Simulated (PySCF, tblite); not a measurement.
# C₅H₁₁Si₂ radical: geometry, infrared bands and EPR parameters

What infrared bands and EPR parameters should C₅H₁₁Si₂ radical (`C/C=C\[C@H]1[SiH]C[SiH2]1`) show?

Computed with tblite 0.8.0 and PySCF 2.14.0, with density-fitted response routines of our own, on a single molecule in the gas phase. Atoms count from 0, in the outputs and in this text.

## (1) Starting geometry

18 atoms, charge 0, multiplicity 2; geometry from: force field or distance geometry start.

Bonds of the start (Å): C0–C1 1.49, C1–C2 1.35, C2–C3 1.47, C3–Si4 1.82, Si4–C5 1.88, C5–Si6 1.86, Si6–C3 1.89, C0–H7 1.10, C0–H8 1.12, C0–H9 1.12, C1–H10 1.11, C2–H11 1.10, C3–H12 1.13, Si4–H13 1.48, C5–H14 1.09, C5–H15 1.10, Si6–H16 1.47, Si6–H17 1.45.

## (2) Relaxing the molecule with GFN2-xTB

Job settings and geometry (Å):

```
{"job": {"kind": "relax", "xc": "GFN2-xTB", "basis": "xTB"}, "charge": 0, "multiplicity": 2}
C     -2.415400    -0.096700    -0.524600
C     -1.988400    -0.033800     0.897700
C     -0.727300    -0.333700     1.268700
C      0.322700    -0.721400     0.320600
Si     0.553300     0.217400    -1.219700
C      2.400700     0.219800    -0.872900
Si     1.923900     0.084500     0.920400
H     -2.057000    -1.001400    -1.041000
H     -3.531200    -0.079000    -0.461700
H     -2.180300     0.844300    -1.078900
H     -2.685700     0.245600     1.709200
H     -0.469600    -0.276200     2.334900
H      0.504600    -1.838000     0.248400
H      0.117200     1.631100    -1.159800
H      2.940500    -0.673700    -1.172700
H      2.897700     1.162400    -1.142000
H      1.593400     1.413800     1.443400
H      2.792100    -0.758600     1.724100
```

Started as:

```sh
OMP_NUM_THREADS=1 python probes_run.py task.json out
```

One launch serves the whole session: the jobs run in the order shown.

**Question.** This job is followed by: GFN2-xTB harmonic vibrations, gas phase; UKS B3LYP, pcH-1 on C H Si, non-relativistic, mean-field spin-orbit, GIAO. Predict these results of the whole session: strongest single infrared mode (GFN2-xTB); zero-point energy (GFN2-xTB); g(iso) (B3LYP); ⟨S²⟩; largest a(iso) (averaged by class); potential on the surface of density 0.002 e/bohr³, 1st and 99th percentile.

The runs gave:

| quantity | value |
| --- | --- |
| strongest single infrared mode (GFN2-xTB) | 2248 cm⁻¹, 517 km/mol |
| zero-point energy (GFN2-xTB) | 85.5 kcal/mol |
| g(iso) (B3LYP) | 2.00326 |
| ⟨S²⟩ | 0.753 (exact 0.75) |
| largest a(iso) (averaged by class) | 29Si on Si4, -430.9 MHz |
| potential on the surface of density 0.002 e/bohr³, 1st and 99th percentile | -0.67 V and 1.03 V |

The optimisation took 138 steps and gained 0.906 eV; among the close pairs (by a distance rule), C3–Si4 changed most, from 1.819 to 1.957 Å. The lowest mode is imaginary (42i cm⁻¹), so the xTB geometry is not a minimum: the zero-point energy counts the real modes alone, and all values at this geometry belong to a saddle point. The strongest single mode, at 2248 cm⁻¹, moves mainly H17 and H16. Unscaled tight-binding wavenumbers are off by several per cent, some by more. Its intensities can rank the bands wrongly. Si4 carries the largest spin population, 0.86 e. The isotropic g lies 0.9 ppt above the free-electron value. These values are for one conformer; the search (at its own cheap level) found 2 more, at 0.02, 0.65 kcal/mol (those within 0.05 may be mirror or relabelled copies), and measured spectra average over such forms.
